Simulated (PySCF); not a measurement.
# C6H2N2O2: the cost of one run

Computed with PySCF 2.14.0 and routines of our own; the level stands in each step. Atoms count from 0.

## Step 1: The starting structure

12 atoms, charge 0, multiplicity 1; geometry from: GFN2-xTB.

## Step 2: Magnetic properties: GIAO KT3/pcSseg-1

Job settings and geometry (Å):

```
{"job": {"kind": "mag", "xc": "KT3", "basis": "pcSseg-1", "isotopologues": 0}, "charge": 0, "multiplicity": 1}
N      1.140874     2.936872     0.357659
C      0.721170     1.878059     0.229443
C      0.169592     0.599506     0.082853
C      0.818757    -0.544861    -0.245748
C      2.194104    -0.715137    -0.513321
N      3.312541    -0.831014    -0.727119
O     -0.010952    -1.626182    -0.307965
C     -1.290353    -1.232944    -0.014284
O     -2.206589    -1.988349    -0.000261
C     -1.275573     0.262214     0.266193
H     -1.932014     0.791858    -0.428845
H     -1.640359     0.469293     1.275367
```

Level: GIAO KT3/pcSseg-1 magnetisability, rotational g tensor and spin-rotation constants, non-relativistic, gas phase.

Launch:

```bash
$ OMP_NUM_THREADS=1 python excited_run.py task.json out
```

This one command runs all jobs of the session in turn.

Q: Estimate the wall time and peak memory of this first job on 1 thread of Arm Neoverse V1, shared host.

About 39 s, with a peak of 0.64 GiB.
